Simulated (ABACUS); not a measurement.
The system is Ba2Tl5V3O12.

```
Tl Ba V O
1.0
     8.15421    0.00000    0.00000
    -4.07711    7.06176    0.00000
     0.00000    0.00000    6.92128
Tl Ba V O
5 2 3 12
Direct
  0.50000 0.00000 0.50000
  0.00000 0.50000 0.50000
  0.50000 0.50000 0.50000
  0.33333 0.66667 0.22489
  0.66667 0.33333 0.77511
  0.00000 0.00000 0.23552
  0.00000 0.00000 0.76448
  0.50000 0.00000 0.00000
  0.00000 0.50000 0.00000
  0.50000 0.50000 0.00000
  0.33890 0.34334 0.81444
  0.65666 0.99556 0.81444
  0.00444 0.66110 0.81444
  0.34334 0.33890 0.18556
  0.99556 0.65666 0.18556
  0.66110 0.00444 0.18556
  0.66110 0.65666 0.18556
  0.34334 0.00444 0.18556
  0.99556 0.33890 0.18556
  0.65666 0.66110 0.81444
  0.00444 0.34334 0.81444
  0.33890 0.99556 0.81444
```

The cell was built by a generator and needn't be a form met in nature.

Base run:

* Program: ABACUS 3.10.1
* Functional: WC
* Potentials or basis: SG15 ONCV 1.2 PBE
* Cutoff: 1361 eV
* Density cutoff: 5442 eV
* Basis: DZP LCAO (the cutoffs set its grid)
* k mesh: 3 × 3 × 3
* Occupations: fermi-dirac, width 0.05 eV
* Spin: collinear spin, ferromagnetic start
* Starting moments: [0.0, 0.0, 0.0, 0.0, 0.0, 0.0, 0.0, 2.0, 2.0, 2.0, 0.0, 0.0, 0.0, 0.0, 0.0, 0.0, 0.0, 0.0, 0.0, 0.0, 0.0, 0.0] μB

Its results: band gap on the k mesh none (metal or under the smearing width); pressure -11.1 GPa; net moment 0.00 μB per cell; largest force 0.460 eV/Å.

**Question.** The run is repeated on the same cell with these changes: functional from WC to PBE. What comes out?

**Answer.** Band gap on the k mesh none (metal or under the smearing width); pressure 1.9 GPa; net moment 0.00 μB per cell; largest force 0.207 eV/Å.

PBE binds less tightly than WC, so the same cell stands under more pressure.

Caveats: the atomic orbitals were generated for these runs and aren't a published set; the basis of atomic orbitals isn't converged, which shifts pressures, moduli and gaps; semilocal functionals often make such compounds metallic where correlation or magnetic order opens a gap, which also shifts bond lengths; the potentials were made for another functional, which shifts forces and pressure (some runs).
